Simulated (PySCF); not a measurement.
The system is AlAsH6, in a box.

```xyz
8
Lattice="13.0000 0.0000 0.0000 0.0000 12.0000 0.0000 0.0000 0.0000 14.0000" Properties=species:S:1:pos:R:3 pbc="T T T"
Al    6.3408    6.0313    5.5613
As    7.2811    5.6893    8.0152
H     7.0815    4.7776    4.9089
H     4.7970    5.8985    5.9427
H     6.9540    7.4875    5.3377
H     8.0855    6.7814    8.6734
H     8.2290    4.5545    8.3106
H     6.3305    5.4416    9.1591
```

Base run:

| Property | Result |
| --- | --- |
| Program | PySCF 2.14.0 |
| Functional | r2SCAN50 |
| Potentials or basis | 6-31g* (all-electron) |
| k mesh | 1 × 1 × 1 |
| Occupations | fixed |
| Spin | no spin polarisation |

Its results: gap between the frontier levels 10.00 eV.

Question: The run is repeated on the same cell with these changes: functional from r2SCAN50 to PBE. What comes out?

Answer: Gap between the frontier levels 5.67 eV.

r2SCAN50 gives the wider gap, since exact exchange removes part of the self-interaction.

Caveats: this is a molecule in a periodic box at the Γ point, so its band gap is the HOMO-LUMO gap; relativity is left out, which matters for the heavier elements; the basis of atomic orbitals isn't converged, which shifts pressures, moduli and gaps.

